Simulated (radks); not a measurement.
# A spherical jellium cluster from 16 to 18 electrons

Which level does each new electron take in a jellium sphere with rs = 3.34 bohr, and at which counts is the cluster hardest to charge further? Each count tries a few candidate levels and keeps the lowest. The background charge grows with the count, so each cluster is neutral; its cation and anion are computed too.

Program: radks, version 2. Model: non-relativistic spin-polarised Kohn-Sham, exchange-only LDA, spherically averaged shells. All values are calculated.

### Step 1. What is given

| Item | Value |
| --- | --- |
| well | a jellium sphere with rs = 3.34 bohr |
| functional | exchange-only LDA |
| levels | named by radial order: 1s, 1p, 1d, 2s, 1f and so on |
| units | hartree and bohr; summary energies in eV |
| configuration carried in | 1s2 1p6 1d(up 5, down 1) 2s(up 1, down 0) (N = 15, energy -0.451549) |

Each count now gets its runs.

### Step 2. N = 16

Trying: add 1d down. Settings:

```ini
kind = jellium
xc = LDAX
rs = 3.34  # bohr
electrons = 16
background = 16  # e
configuration = 1s2 1p6 1d(up 5, down 2) 2s(up 1, down 0)
```

The run is started by

```
$ python run_model.py task.json out
```

task.json names the series; the program runs every candidate in turn, and a move starts from the lowest state found so far. In the records, mag is the spin moment and err the last SCF error.

Main fields of the result record, rounded:

```text
{
  "status": "converged",
  "energy_total [hartree]": -0.483380402,
  "energy_kinetic [hartree]": 1.380136,
  "energy_external [hartree]": -35.47256,
  "energy_hartree [hartree]": 17.2881,
  "energy_xc [hartree]": -1.929416,
  "energy_background [hartree]": 18.25036,
  "orbitals [level, occupation, hartree, mean radius in bohr]": [
    ["1s up", 1, -0.210756, 5.20457],
    ["1p up", 3, -0.163048, 6.38174],
    ["1d up", 5, -0.106915, 7.28107],
    ["2s up", 1, -0.0900008, 6.48284],
    ["1s down", 1, -0.183795, 5.35138],
    ["1p down", 3, -0.138553, 6.38053],
    ["1d down", 2, -0.0824249, 7.32158]
  ],
  "r2_mean [bohr^2]": 48.84718,
  "mag [bohr magneton]": 4,
  "err": 1.6e-09,
  "spill_out [electrons]": 3.070989
}
```

Trying: add 2s down. Changed: configuration = 1s2 1p6 1d(up 5, down 1) 2s2.

Result:

```text
{
  "status": "converged",
  "energy_total [hartree]": -0.463294657,
  "energy_kinetic [hartree]": 1.369618,
  "energy_external [hartree]": -35.38835,
  "energy_hartree [hartree]": 17.21914,
  "energy_xc [hartree]": -1.914062,
  "energy_background [hartree]": 18.25036,
  "orbitals [level, occupation, hartree, mean radius in bohr]": [
    ["1s up", 1, -0.210664, 5.56411],
    ["1p up", 3, -0.168928, 6.45445],
    ["1d up", 5, -0.113997, 7.24221],
    ["2s up", 1, -0.0812494, 6.69196],
    ["1s down", 1, -0.187915, 5.25876],
    ["1p down", 3, -0.1411, 6.39776],
    ["1d down", 1, -0.0853117, 7.38082],
    ["2s down", 1, -0.0673258, 6.99127]
  ],
  "r2_mean [bohr^2]": 49.54897,
  "mag [bohr magneton]": 4,
  "err": 6.6e-10,
  "spill_out [electrons]": 3.250005
}
```

Trying: add 1f up. Changed: configuration = 1s2 1p6 1d(up 5, down 1) 2s(up 1, down 0) 1f(up 1, down 0).

Result:

```text
{
  "status": "converged",
  "energy_total [hartree]": -0.453333608,
  "energy_kinetic [hartree]": 1.429783,
  "energy_external [hartree]": -35.41607,
  "energy_hartree [hartree]": 17.23616,
  "energy_xc [hartree]": -1.953561,
  "energy_background [hartree]": 18.25036,
  "orbitals [level, occupation, hartree, mean radius in bohr]": [
    ["1s up", 1, -0.217261, 5.29601],
    ["1p up", 3, -0.17114, 6.40744],
    ["1d up", 5, -0.115427, 7.26432],
    ["2s up", 1, -0.095113, 6.42878],
    ["1f up", 1, -0.0534499, 8.2025],
    ["1s down", 1, -0.182798, 5.17611],
    ["1p down", 3, -0.134443, 6.26106],
    ["1d down", 1, -0.0762175, 7.25082]
  ],
  "r2_mean [bohr^2]": 49.21824,
  "mag [bohr magneton]": 6,
  "err": 9.7e-10,
  "spill_out [electrons]": 3.14454
}
```

Trying: move 2s up to 1d down. Changed: configuration = 1s2 1p6 1d(up 5, down 3).

Result:

```text
{
  "status": "converged",
  "energy_total [hartree]": -0.480609915,
  "energy_kinetic [hartree]": 1.381753,
  "energy_external [hartree]": -35.50956,
  "energy_hartree [hartree]": 17.32204,
  "energy_xc [hartree]": -1.925197,
  "energy_background [hartree]": 18.25036,
  "orbitals [level, occupation, hartree, mean radius in bohr]": [
    ["1s up", 1, -0.203852, 5.19532],
    ["1p up", 3, -0.155938, 6.35854],
    ["1d up", 5, -0.0994134, 7.28147],
    ["1s down", 1, -0.195725, 4.95176],
    ["1p down", 3, -0.143256, 6.28134],
    ["1d down", 3, -0.0854794, 7.32068]
  ],
  "r2_mean [bohr^2]": 48.56698,
  "mag [bohr magneton]": 2,
  "err": 2.7e-10,
  "spill_out [electrons]": 2.954672
}
```

The cation, at the same background. Changed: electrons = 15, configuration = 1s2 1p6 1d(up 5, down 1) 2s(up 1, down 0).

Result:

```text
{
  "status": "converged",
  "energy_total [hartree]": -0.352995779,
  "energy_kinetic [hartree]": 1.34528,
  "energy_external [hartree]": -33.75412,
  "energy_hartree [hartree]": 15.65047,
  "energy_xc [hartree]": -1.844984,
  "energy_background [hartree]": 18.25036,
  "orbitals [level, occupation, hartree, mean radius in bohr]": [
    ["1s up", 1, -0.318755, 5.22308],
    ["1p up", 3, -0.271334, 6.29139],
    ["1d up", 5, -0.213522, 7.08619],
    ["2s up", 1, -0.190911, 6.11198],
    ["1s down", 1, -0.284564, 5.25552],
    ["1p down", 3, -0.237659, 6.24748],
    ["1d down", 1, -0.179061, 7.11222]
  ],
  "r2_mean [bohr^2]": 45.82853,
  "mag [bohr magneton]": 5,
  "err": 3.9e-10,
  "spill_out [electrons]": 2.402516
}
```

The anion, at the same background (1s2 1p6 1d(up 5, down 3) 2s(up 1, down 0)): an occupied level came out unbound, so its energy isn't used.

| candidate | configuration | above the lowest (eV) |
| --- | --- | --- |
| add 1d down | 1s2 1p6 1d(up 5, down 2) 2s(up 1, down 0) | lowest |
| add 2s down | 1s2 1p6 1d(up 5, down 1) 2s2 | 0.547 |
| add 1f up | 1s2 1p6 1d(up 5, down 1) 2s(up 1, down 0) 1f(up 1, down 0) | 0.818 |
| move 2s up to 1d down | 1s2 1p6 1d(up 5, down 3) | 0.0754 |

Lowest: 1s2 1p6 1d(up 5, down 2) 2s(up 1, down 0).

From the same record, its empty bound levels (hartree) and its density (bohr, e/bohr³):

```text
empty: [["1f up", -0.045302], ["2p up", -0.030891], ["2s down", -0.059162], ["1f down", -0.021847], ["2p down", -0.013596]]
r: [0.2796, 0.9821, 1.685, 2.387, 3.09, 3.792, 4.495, 5.197, 5.899, 6.602, 7.304, 8.007, 8.709, 9.412, 10.11, 10.82, 11.52, 12.22, 12.92, 13.63]
n: [0.007029, 0.006799, 0.006459, 0.006228, 0.006254, 0.006525, 0.006862, 0.00699, 0.006654, 0.005752, 0.00443, 0.00301, 0.001826, 0.001021, 0.0005457, 0.000279, 0.0001411, 7.035e-05, 3.483e-05, 1.699e-05]
```

### Step 3. N = 17

Trying: add 1d down. Settings:

```ini
kind = jellium
xc = LDAX
rs = 3.34  # bohr
electrons = 17
background = 17  # e
configuration = 1s2 1p6 1d(up 5, down 3) 2s(up 1, down 0)
```

Main fields of the result record, rounded:

```text
{
  "status": "converged",
  "energy_total [hartree]": -0.524705651,
  "energy_kinetic [hartree]": 1.45732,
  "energy_external [hartree]": -39.30932,
  "energy_hartree [hartree]": 19.18487,
  "energy_xc [hartree]": -2.048351,
  "energy_background [hartree]": 20.19077,
  "orbitals [level, occupation, hartree, mean radius in bohr]": [
    ["1s up", 1, -0.209314, 5.20676],
    ["1p up", 3, -0.161716, 6.44834],
    ["1d up", 5, -0.106746, 7.36551],
    ["2s up", 1, -0.0924557, 6.4949],
    ["1s down", 1, -0.187707, 5.48488],
    ["1p down", 3, -0.144655, 6.48975],
    ["1d down", 3, -0.0903591, 7.39105]
  ],
  "r2_mean [bohr^2]": 50.4345,
  "mag [bohr magneton]": 3,
  "err": 1e-09,
  "spill_out [electrons]": 3.1595
}
```

Trying: add 2s down. Changed: configuration = 1s2 1p6 1d(up 5, down 2) 2s2.

Result:

```text
{
  "status": "converged",
  "energy_total [hartree]": -0.502694587,
  "energy_kinetic [hartree]": 1.447049,
  "energy_external [hartree]": -39.22931,
  "energy_hartree [hartree]": 19.11862,
  "energy_xc [hartree]": -2.029831,
  "energy_background [hartree]": 20.19077,
  "orbitals [level, occupation, hartree, mean radius in bohr]": [
    ["1s up", 1, -0.208052, 5.60869],
    ["1p up", 3, -0.166951, 6.53553],
    ["1d up", 5, -0.113373, 7.33435],
    ["2s up", 1, -0.0828203, 6.68484],
    ["1s down", 1, -0.191782, 5.39086],
    ["1p down", 3, -0.147223, 6.50165],
    ["1d down", 2, -0.0931474, 7.43395],
    ["2s down", 1, -0.0731295, 6.88516]
  ],
  "r2_mean [bohr^2]": 51.03605,
  "mag [bohr magneton]": 3,
  "err": 1.7e-09,
  "spill_out [electrons]": 3.334988
}
```

Trying: add 1f up. Changed: configuration = 1s2 1p6 1d(up 5, down 2) 2s(up 1, down 0) 1f(up 1, down 0).

Result:

```text
{
  "status": "converged",
  "energy_total [hartree]": -0.487302527,
  "energy_kinetic [hartree]": 1.50533,
  "energy_external [hartree]": -39.25058,
  "energy_hartree [hartree]": 19.13036,
  "energy_xc [hartree]": -2.06318,
  "energy_background [hartree]": 20.19077,
  "orbitals [level, occupation, hartree, mean radius in bohr]": [
    ["1s up", 1, -0.215757, 5.2978],
    ["1p up", 3, -0.169713, 6.47466],
    ["1d up", 5, -0.115158, 7.34941],
    ["2s up", 1, -0.0977701, 6.43287],
    ["1f up", 1, -0.0545789, 8.27714],
    ["1s down", 1, -0.187173, 5.32443],
    ["1p down", 3, -0.141469, 6.38484],
    ["1d down", 2, -0.0854166, 7.32969]
  ],
  "r2_mean [bohr^2]": 50.79283,
  "mag [bohr magneton]": 5,
  "err": 9.4e-10,
  "spill_out [electrons]": 3.231437
}
```

Trying: move 2s up to 1d down. Changed: configuration = 1s2 1p6 1d(up 5, down 4).

Result:

```text
{
  "status": "converged",
  "energy_total [hartree]": -0.52692316,
  "energy_kinetic [hartree]": 1.456836,
  "energy_external [hartree]": -39.34549,
  "energy_hartree [hartree]": 19.21977,
  "energy_xc [hartree]": -2.048809,
  "energy_background [hartree]": 20.19077,
  "orbitals [level, occupation, hartree, mean radius in bohr]": [
    ["1s up", 1, -0.202711, 5.19198],
    ["1p up", 3, -0.154805, 6.42382],
    ["1d up", 5, -0.0994357, 7.36714],
    ["1s down", 1, -0.198848, 5.0713],
    ["1p down", 3, -0.148775, 6.38808],
    ["1d down", 4, -0.0928475, 7.38685]
  ],
  "r2_mean [bohr^2]": 50.18705,
  "mag [bohr magneton]": 1,
  "err": 1.2e-09,
  "spill_out [electrons]": 3.051725
}
```

Trying: move 1d down to 2s down. Changed: configuration = 1s2 1p6 1d(up 5, down 3) 2s(up 0, down 1).

Result:

```text
{
  "status": "converged",
  "energy_total [hartree]": -0.518398042,
  "energy_kinetic [hartree]": 1.459839,
  "energy_external [hartree]": -39.30507,
  "energy_hartree [hartree]": 19.18045,
  "energy_xc [hartree]": -2.044392,
  "energy_background [hartree]": 20.19077,
  "orbitals [level, occupation, hartree, mean radius in bohr]": [
    ["1s up", 1, -0.198549, 5.63207],
    ["1p up", 3, -0.157814, 6.52315],
    ["1d up", 5, -0.104035, 7.33989],
    ["1s down", 1, -0.200768, 5.01232],
    ["1p down", 3, -0.149679, 6.40165],
    ["1d down", 3, -0.0940158, 7.42149],
    ["2s down", 1, -0.0861653, 6.65]
  ],
  "r2_mean [bohr^2]": 50.46479,
  "mag [bohr magneton]": 1,
  "err": 5.8e-10,
  "spill_out [electrons]": 3.156858
}
```

Trying: move 1d up to 2s up. Changed: configuration = 1s2 1p6 1d(up 4, down 4) 2s(up 1, down 0).

Result:

```text
{
  "status": "converged",
  "energy_total [hartree]": -0.51496002,
  "energy_kinetic [hartree]": 1.457494,
  "energy_external [hartree]": -39.30353,
  "energy_hartree [hartree]": 19.17927,
  "energy_xc [hartree]": -2.038964,
  "energy_background [hartree]": 20.19077,
  "orbitals [level, occupation, hartree, mean radius in bohr]": [
    ["1s up", 1, -0.205421, 5.11156],
    ["1p up", 3, -0.156145, 6.42453],
    ["1d up", 4, -0.100813, 7.38862],
    ["2s up", 1, -0.0897287, 6.56189],
    ["1s down", 1, -0.193498, 5.56367],
    ["1p down", 3, -0.151697, 6.50757],
    ["1d down", 4, -0.0976734, 7.36242]
  ],
  "r2_mean [bohr^2]": 50.47022,
  "mag [bohr magneton]": 1,
  "err": 8.4e-10,
  "spill_out [electrons]": 3.162841
}
```

The cation, at the same background. Changed: electrons = 16, configuration = 1s2 1p6 1d(up 5, down 3).

Result:

```text
{
  "status": "converged",
  "energy_total [hartree]": -0.385668174,
  "energy_kinetic [hartree]": 1.422894,
  "energy_external [hartree]": -37.53937,
  "energy_hartree [hartree]": 17.4918,
  "energy_xc [hartree]": -1.95177,
  "energy_background [hartree]": 20.19077,
  "orbitals [level, occupation, hartree, mean radius in bohr]": [
    ["1s up", 1, -0.309143, 5.21564],
    ["1p up", 3, -0.261592, 6.33596],
    ["1d up", 5, -0.204606, 7.17125],
    ["1s down", 1, -0.300793, 4.97377],
    ["1p down", 3, -0.248741, 6.25832],
    ["1d down", 3, -0.190423, 7.18889]
  ],
  "r2_mean [bohr^2]": 47.34844,
  "mag [bohr magneton]": 2,
  "err": 9.1e-11,
  "spill_out [electrons]": 2.395887
}
```

The anion, at the same background (1s2 1p6 1d10): an occupied level came out unbound, so its energy isn't used.

| candidate | configuration | above the lowest (eV) |
| --- | --- | --- |
| add 1d down | 1s2 1p6 1d(up 5, down 3) 2s(up 1, down 0) | 0.0603 |
| add 2s down | 1s2 1p6 1d(up 5, down 2) 2s2 | 0.659 |
| add 1f up | 1s2 1p6 1d(up 5, down 2) 2s(up 1, down 0) 1f(up 1, down 0) | 1.08 |
| move 2s up to 1d down | 1s2 1p6 1d(up 5, down 4) | lowest |
| move 1d down to 2s down | 1s2 1p6 1d(up 5, down 3) 2s(up 0, down 1) | 0.232 |
| move 1d up to 2s up | 1s2 1p6 1d(up 4, down 4) 2s(up 1, down 0) | 0.326 |

Kept: 1s2 1p6 1d(up 5, down 4).

### Step 4. N = 18

Trying: add 1d down. Settings:

```ini
kind = jellium
xc = LDAX
rs = 3.34  # bohr
electrons = 18
background = 18  # e
configuration = 1s2 1p6 1d10
```

Main fields of the result record, rounded:

```text
{
  "status": "converged",
  "energy_total [hartree]": -0.580554833,
  "energy_kinetic [hartree]": 1.529428,
  "energy_external [hartree]": -43.34178,
  "energy_hartree [hartree]": 21.20009,
  "energy_xc [hartree]": -2.177121,
  "energy_background [hartree]": 22.20883,
  "orbitals [level, occupation, hartree, mean radius in bohr]": [
    ["1s up", 1, -0.201368, 5.18408],
    ["1p up", 3, -0.153413, 6.48965],
    ["1d up", 5, -0.0991782, 7.45629],
    ["1s down", 1, -0.201368, 5.18408],
    ["1p down", 3, -0.153413, 6.48965],
    ["1d down", 5, -0.0991782, 7.45629]
  ],
  "r2_mean [bohr^2]": 51.76249,
  "mag [bohr magneton]": 0,
  "err": 2.9e-10,
  "spill_out [electrons]": 3.141882,
  "alpha [bohr^3]": 1002.02
}
```

Trying: add 2s up. Changed: configuration = 1s2 1p6 1d(up 5, down 4) 2s(up 1, down 0).

Result:

```text
{
  "status": "converged",
  "energy_total [hartree]": -0.574124689,
  "energy_kinetic [hartree]": 1.531678,
  "energy_external [hartree]": -43.30648,
  "energy_hartree [hartree]": 21.16442,
  "energy_xc [hartree]": -2.172572,
  "energy_background [hartree]": 22.20883,
  "orbitals [level, occupation, hartree, mean radius in bohr]": [
    ["1s up", 1, -0.207638, 5.20643],
    ["1p up", 3, -0.160126, 6.51647],
    ["1d up", 5, -0.106312, 7.45396],
    ["2s up", 1, -0.0945765, 6.52476],
    ["1s down", 1, -0.19096, 5.60526],
    ["1p down", 3, -0.149756, 6.59071],
    ["1d down", 4, -0.0970867, 7.46126]
  ],
  "r2_mean [bohr^2]": 51.98251,
  "mag [bohr magneton]": 2,
  "err": 1.4e-09,
  "spill_out [electrons]": 3.241582
}
```

Trying: add 2s down. Changed: configuration = 1s2 1p6 1d(up 5, down 4) 2s(up 0, down 1).

Result:

```text
{
  "status": "converged",
  "energy_total [hartree]": -0.571164597,
  "energy_kinetic [hartree]": 1.53291,
  "energy_external [hartree]": -43.30448,
  "energy_hartree [hartree]": 21.16236,
  "energy_xc [hartree]": -2.170781,
  "energy_background [hartree]": 22.20883,
  "orbitals [level, occupation, hartree, mean radius in bohr]": [
    ["1s up", 1, -0.196148, 5.6759],
    ["1p up", 3, -0.15601, 6.60471],
    ["1d up", 5, -0.10355, 7.43536],
    ["1s down", 1, -0.20355, 5.11074],
    ["1p down", 3, -0.15438, 6.4949],
    ["1d down", 4, -0.100257, 7.48093],
    ["2s down", 1, -0.0915831, 6.60082]
  ],
  "r2_mean [bohr^2]": 51.99533,
  "mag [bohr magneton]": 0,
  "err": 1.4e-09,
  "spill_out [electrons]": 3.240502
}
```

Trying: move 1d up to 2s up. Changed: configuration = 1s2 1p6 1d(up 4, down 5) 2s(up 1, down 0).

Result:

```text
{
  "status": "converged",
  "energy_total [hartree]": -0.571164597,
  "energy_kinetic [hartree]": 1.53291,
  "energy_external [hartree]": -43.30448,
  "energy_hartree [hartree]": 21.16236,
  "energy_xc [hartree]": -2.170781,
  "energy_background [hartree]": 22.20883,
  "orbitals [level, occupation, hartree, mean radius in bohr]": [
    ["1s up", 1, -0.20355, 5.11074],
    ["1p up", 3, -0.15438, 6.4949],
    ["1d up", 4, -0.100257, 7.48093],
    ["2s up", 1, -0.0915831, 6.60082],
    ["1s down", 1, -0.196148, 5.6759],
    ["1p down", 3, -0.15601, 6.60471],
    ["1d down", 5, -0.10355, 7.43536]
  ],
  "r2_mean [bohr^2]": 51.99533,
  "mag [bohr magneton]": 0,
  "err": 1.4e-09,
  "spill_out [electrons]": 3.240502
}
```

Trying: move 1d down to 2s up: the same state as a run above.

Trying: move 1d down to 2s down: the same state as a run above.

The cation, at the same background. Changed: electrons = 17, configuration = 1s2 1p6 1d(up 4, down 5).

Result:

```text
{
  "status": "converged",
  "energy_total [hartree]": -0.43325506,
  "energy_kinetic [hartree]": 1.497305,
  "energy_external [hartree]": -41.45754,
  "energy_hartree [hartree]": 19.39335,
  "energy_xc [hartree]": -2.075195,
  "energy_background [hartree]": 22.20883,
  "orbitals [level, occupation, hartree, mean radius in bohr]": [
    ["1s up", 1, -0.302189, 5.09276],
    ["1p up", 3, -0.252504, 6.3686],
    ["1d up", 4, -0.196155, 7.27455],
    ["1s down", 1, -0.306129, 5.21313],
    ["1p down", 3, -0.258594, 6.40516],
    ["1d down", 5, -0.202846, 7.26488]
  ],
  "r2_mean [bohr^2]": 49.03151,
  "mag [bohr magneton]": -1,
  "err": 1.4e-10,
  "spill_out [electrons]": 2.492737
}
```

The anion, at the same background. Changed: electrons = 19, configuration = 1s2 1p6 1d10 2s(up 1, down 0).

Result:

```text
{
  "status": "converged",
  "energy_total [hartree]": -0.625181191,
  "energy_kinetic [hartree]": 1.54926,
  "energy_external [hartree]": -45.06942,
  "energy_hartree [hartree]": 22.94894,
  "energy_xc [hartree]": -2.262791,
  "energy_background [hartree]": 22.20883,
  "orbitals [level, occupation, hartree, mean radius in bohr]": [
    ["1s up", 1, -0.109282, 5.16808],
    ["1p up", 3, -0.0612251, 6.59861],
    ["1d up", 5, -0.00887405, 7.68803],
    ["2s up", 1, -0.00160855, 7.01686],
    ["1s down", 1, -0.0978492, 5.6505],
    ["1p down", 3, -0.0572885, 6.68398],
    ["1d down", 5, -0.00613678, 7.65043]
  ],
  "r2_mean [bohr^2]": 55.30692,
  "mag [bohr magneton]": 1,
  "err": 7.2e-10,
  "spill_out [electrons]": 4.006483
}
```

| candidate | configuration | above the lowest (eV) |
| --- | --- | --- |
| add 1d down | 1s2 1p6 1d10 | lowest |
| add 2s up | 1s2 1p6 1d(up 5, down 4) 2s(up 1, down 0) | 0.175 |
| add 2s down | 1s2 1p6 1d(up 5, down 4) 2s(up 0, down 1) | 0.256 |
| move 1d up to 2s up | 1s2 1p6 1d(up 4, down 5) 2s(up 1, down 0) | 0.256 |
| move 1d down to 2s up | 1s2 1p6 1d(up 5, down 4) 2s(up 1, down 0) | 0.175 |
| move 1d down to 2s down | 1s2 1p6 1d(up 5, down 4) 2s(up 0, down 1) | 0.256 |

Lowest: 1s2 1p6 1d10.

### Step 5. The series side by side

| N | configuration | unpaired | E/N (eV) | ionisation (eV) | affinity (eV) | second difference (eV) | spill-out (e) |
| --- | --- | --- | --- | --- | --- | --- | --- |
| 16 | 1s2 1p6 1d(up 5, down 2) 2s(up 1, down 0) | 4 | -0.822 | 3.55 | - | -0.319 | 3.07 |
| 17 | 1s2 1p6 1d(up 5, down 4) | 1 | -0.843 | 3.84 | - | -0.275 | 3.05 |
| 18 | 1s2 1p6 1d10 | 0 | -0.878 | 4.01 | 1.21 | - | 3.14 |

The second difference is E(N+1) + E(N-1) - 2E(N) of neutral clusters.

Density of N = 18:

r (bohr), 1000 × density and a bar:
```
     0.29       3.46 ##############
     1.37       3.85 ################
     2.46       4.76 ###################
     3.54       6.03 #########################
     4.63       7.16 #############################
     5.71       7.38 ##############################
     6.80       6.18 #########################
     7.88       3.96 ################
     8.97       1.90 ########
    10.05       0.75 ###
    11.14       0.26 #
    12.22       0.09 
    13.30       0.03 
    14.39       0.01
```

### Step 6. Summary of results

| quantity | value |
| --- | --- |
| closed shells at N | 18 |
| largest second difference | -0.275 eV at N = 17 (of N = 16 to 17) |
| most unpaired electrons | 4 at N = 16 |
| ionisation energies | 3.55 to 4.01 eV |
| polarisability at N = 18 | 1002 bohr³ |
| configuration at N = 18 | 1s2 1p6 1d10 |

What this shows: All occupied shells are full at N = 18. The largest moment in range is 4, first at N = 16: exchange favours parallel spins in open shells. The polarisability at N = 18 is 1.49 times the classical R³, since electrons spill past the background. The anion gave no bound, converged state at N = 16 and 17; semilocal functionals bind extra electrons too weakly, through self-interaction. The ions keep the filling of the neutral cluster, less or plus one electron, without a search of their own. Spherical averaging forbids deformation, and the greedy search can miss a lower configuration.
